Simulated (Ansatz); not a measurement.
**Li3Ga2: substituted relatives**

One table from this session's results is given with a row withheld; the runs are named, their logs left out.

Computed with Ansatz 0.2.0 (DFT PBEsol, scalar-relativistic, plane waves, PAW, unless a step's input says otherwise).

### The structure to begin with

It takes space group R-3m (No. 166, trigonal). Conventional cell: a = 4.309 Å, b = 4.309 Å, c = 13.667 Å, α = 90.00°, β = 90.00°, γ = 120.00°. Li (site symmetry 3m) is surrounded by 4 Li at 2.63 to 2.67 Å and 4 Ga at 2.63 to 2.79 Å. Li (site symmetry -3m) is surrounded by 6 Li at 2.67 Å and 2 Ga at 2.73 Å. Ga (site symmetry 3m) has 5 Li at 2.63 to 2.79 Å and 3 Ga at 2.65 Å in its first shell of neighbours.

Coordinates:

```
CELL_PARAMETERS angstrom
2.15461 1.24396 4.55576
-2.15461 1.24396 4.55576
0.00000 -2.48793 4.55576
ATOMIC_POSITIONS crystal
Li 0.40377 0.40377 0.40377
Li 0.59623 0.59623 0.59623
Li 0.00000 0.00000 0.00000
Ga 0.80023 0.80023 0.80023
Ga 0.19977 0.19977 0.19977
```

It is the result of an earlier relaxation at this level (volume 14.65 Å³/atom; gap on the mesh: none (metal)).

Set-up of the first run:

input.yaml

```yaml
crystal:
  lattice:
    - [2.915616512, 1.6833319781, 6.1648506911]
    - [-2.915616512, 1.6833319781, 6.1648506911]
    - [0.0, -3.3666639562, 6.1648506911]
  atoms:
    - { symbol: Cs, position: [0.4037685594, 0.4037685594, 0.4037685594] }
    - { symbol: Cs, position: [0.5962314406, 0.5962314406, 0.5962314406] }
    - { symbol: Cs, position: [0.0, 0.0, 0.0] }
    - { symbol: Al, position: [0.8002301191, 0.8002301191, 0.8002301191] }
    - { symbol: Al, position: [0.1997698809, 0.1997698809, 0.1997698809] }
basis:
  ecutwfc: 420
kpoints:
  mp_grid: { grid: [6, 6, 6] }
hamiltonian:
  xc: pbesol
scf:
  occupations: { method: gaussian, width: 0.1 }
output:
  forces: true
  stress: true
  eigenvalues: true
```

Command:

```sh
$ ansatz run input.yaml --threads 1 --pin off --max-ram 2560MiB --backend cpu --events-out ev --progress --plain --runs-dir out
```

Among the steps run: A first look at the start (Cs3Al2); The relaxation (Cs3Al2); Relaxation repeated (Cs3Al2).

One table of the session follows, with a row left open; its other results are not shown here.

Lengths are those of the vectors of the cell that was run:

| swap | volume (Å³/atom) | a (Å) | b (Å) | c (Å) |
| --- | --- | --- | --- | --- |
| none | 14.65 | 5.191 | 5.191 | 5.191 |
| Li → Cu | ? | ? | ? | ? |
| Ga → Zn | 14.60 | 5.177 | 5.177 | 5.177 |
| Ga → Bi | 23.04 | 5.694 | 5.694 | 5.694 |
| Ga → Al, Li → Cs | 57.68 | 15.282 | 15.282 | 15.282 |

Q: Estimate the row for Li → Cu from the others.

The run gave: volume (Å³/atom): 12.83; a (Å): 4.869; b (Å): 4.869; c (Å): 4.869. In the column «volume (Å³/atom)» it is the lowest.

Lengths are those of the computed cell. Rows of earlier swaps come from the sessions before.
